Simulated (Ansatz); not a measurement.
This script drives the Ansatz DFT code, driven from Python.

Script `c3h6brf.py`:
```python
from pathlib import Path

import ansatz as az
import numpy as np

GEOMETRY = """
C    -1.19030   -0.21780    0.37380
C    -0.06310    0.22850   -0.50380
C     1.23870   -0.17930    0.08430
F    -0.11500   -0.35360   -1.72240
Br   -0.07650    2.16310   -0.76120
H    -1.19790    0.30300    1.35370
H    -1.23930   -1.25860    0.49140
H    -2.14730    0.12990   -0.11580
H     1.44470    0.29590    1.11980
H     2.10390    0.10050   -0.53640
H     1.30740   -1.26860    0.23700
"""


def main() -> None:
    mol = az.Crystal.molecule()
    for line in GEOMETRY.strip().splitlines():
        symbol, *xyz = line.split()
        mol = mol.atom(symbol, [float(v) for v in xyz])

    model = mol.calculation().basis(gaussian="def2-SVP")

    print("functional    E (Ha)        dipole (D)   HOMO (eV)  LUMO (eV)")
    for name in ["pbe0", "blyp", "b3lyp", "pbe", "r2scan0", "lc_wpbe"]:
        report = model.functional(name).forces().orbitals().run(threads=1, pin="off", runs_dir="runs").report
        lines = Path(report["orbitals_path"]).read_text().splitlines()
        field_of = lambda key: [line.split("=")[1].strip() for line in lines if line.startswith(key)]
        orbitals = [(27.211386 * float(e), s, float(n)) for e, s, n in zip(field_of("Ene="), field_of("Spin="), field_of("Occup="))]
        homo = max(e for e, _, n in orbitals if n > 0.5)
        lumo = min(e for e, _, n in orbitals if n < 0.5)
        dipole = 4.803205 * np.linalg.norm(report["charge_distribution"]["dipole_moment_e_ang"])
        print(f"{name:10s} {report['free_energy_ev'] / 27.211386246:14.6f} {dipole:9.3f} {homo:11.3f} {lumo:10.3f}")


if __name__ == "__main__":
    main()
```

It is started by `python c3h6brf.py`. Estimate its wall time and peak memory on 1 thread of Arm Neoverse V2 (shared host).

It took about 38 s, with a peak of 0.37 GiB, for 6 runs of the engine.

```console
$ python c3h6brf.py
functional    E (Ha)        dipole (D)   HOMO (eV)  LUMO (eV)
pbe0         -2790.916949     2.235      -7.980      0.120
blyp         -2791.386466     2.006      -6.367     -0.719
b3lyp        -2791.478367     2.141      -7.657     -0.091
pbe          -2790.804783     2.083      -6.577     -0.872
r2scan0      -2791.301989     2.346      -8.220      0.214
lc_wpbe      -2790.975782     2.262     -10.787      2.526
```

Caveats:
- Total energies depend on the basis set; only differences at equal settings carry meaning.
- The geometry is a force-field or estimated start, not a minimum of this method, and the basis set is short of its limit. A lower total doesn't mark the better method: functionals have no common bound, and MP2 and coupled cluster aren't variational.
- b3lyp holds the VWN-RPA fit, as in Gaussian; the form of ORCA and Turbomole is b3lyp5.
- Levels such as HOMO and LUMO are orbital energies: with these approximate functionals they aren't the ionisation energy and electron affinity, and their gap isn't the fundamental gap.
